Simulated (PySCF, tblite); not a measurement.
# C3H12Al2O2: geometry, infrared bands and NMR shifts

What infrared bands and NMR shifts should C3H12Al2O2 (`C[O+]1[AlH2-][O+](C)[AlH-]1[CH3]`) show?

The runs use tblite 0.8.0 and PySCF 2.14.0, with density-fitted response routines of our own; the level of theory stands in each step. All values are computed, except where a source is named. Atoms are numbered from 0 throughout.

## Step 1: The molecule as given

19 atoms, charge 0, multiplicity 1; geometry from: force field or distance geometry start.

Bonds of the start (Å): C0–O1 1.36, O1–Al2 1.85, Al2–O3 1.84, O3–C4 1.38, O3–Al5 1.82, Al5–C6 1.96, Al5–O1 1.85, C0–H7 1.11, C0–H8 1.11, C0–H9 1.09, Al2–H10 1.58, Al2–H11 1.60, C4–H12 1.11, C4–H13 1.11, C4–H14 1.11, Al5–H15 1.56, C6–H16 1.10, C6–H17 1.12, C6–H18 1.12.

## Step 2: Geometry optimisation with GFN2-xTB

The job: settings as JSON, then the geometry in Å.

```
{"job": {"kind": "relax", "xc": "GFN2-xTB", "basis": "xTB"}, "charge": 0, "multiplicity": 1}
C     -1.500300     1.765200    -0.351200
O     -0.837500     0.977000     0.533600
Al     0.971700     1.290200     0.742500
O      1.138300    -0.539100     0.771300
C      2.352900    -0.874600     0.209200
Al    -0.322100    -0.587700    -0.306400
C     -1.673900    -1.968100     0.026000
H     -1.621500     1.209200    -1.304600
H     -2.515400     1.935700     0.054400
H     -0.981100     2.712100    -0.515300
H      1.383000     2.039400     2.068600
H      1.636900     1.834700    -0.605700
H      2.562900    -0.085000    -0.539000
H      2.358600    -1.894300    -0.217700
H      3.113500    -0.789300     1.017400
H     -0.083000    -0.357800    -1.833700
H     -1.476400    -2.911100    -0.498600
H     -2.647100    -1.590600    -0.372100
H     -1.869400    -2.156600     1.113700
```

Started as:

```bash
OMP_NUM_THREADS=1 python probes_run.py task.json out
```

This one command runs all jobs of the session in turn.

**Question.** This job is followed by: GFN2-xTB harmonic vibrations, gas phase; GIAO PBE0/pcSseg-1 NMR shielding, non-relativistic, gas phase. What will the session give for the following? strongest single infrared mode (GFN2-xTB); zero-point energy (GFN2-xTB); 13C shifts against TMS (PBE0/pcSseg-1, means over atoms taken as alike); 1H shifts against TMS (PBE0/pcSseg-1, means over atoms taken as alike); 17O shifts against H2O (PBE0/pcSseg-1, means over atoms taken as alike); 27Al shifts against AlH4- (PBE0/pcSseg-1).

As calculated:

| quantity | value |
| --- | --- |
| strongest single infrared mode (GFN2-xTB) | 674 cm⁻¹, 777 km/mol |
| zero-point energy (GFN2-xTB) | 85.5 kcal/mol |
| 13C shifts against TMS (PBE0/pcSseg-1, means over atoms taken as alike) | 52.0, -11.5 ppm |
| 1H shifts against TMS (PBE0/pcSseg-1, means over atoms taken as alike) | 4.15, 4.13, 4.12, 3.87, -0.42 ppm |
| 17O shifts against H2O (PBE0/pcSseg-1, means over atoms taken as alike) | 4.2 ppm |
| 27Al shifts against AlH4- (PBE0/pcSseg-1) | 75.5, 66.8 ppm |

**Reading.** Over 112 steps the energy fell by 1.413 eV; of the close pairs, Al2–Al5 changed most, 2.510 to 2.768 Å. The lowest mode is imaginary (40i cm⁻¹), so the xTB geometry is not a minimum. The strongest single mode, at 674 cm⁻¹, is spread over several atoms, H11, H10, H15, Al2 among them. Unscaled tight-binding wavenumbers are off by several per cent, some by more. Its intensities can rank the bands wrongly. C0, C4 (mean) (methyl carbon bonded to O) lies farthest downfield among carbon, at 52.0 ppm; deshielded by the electronegative neighbour. At PBE0/pcSseg-1: Shielding is most anisotropic at Al5 (span 175 ppm, paramagnetic term -384 ppm).
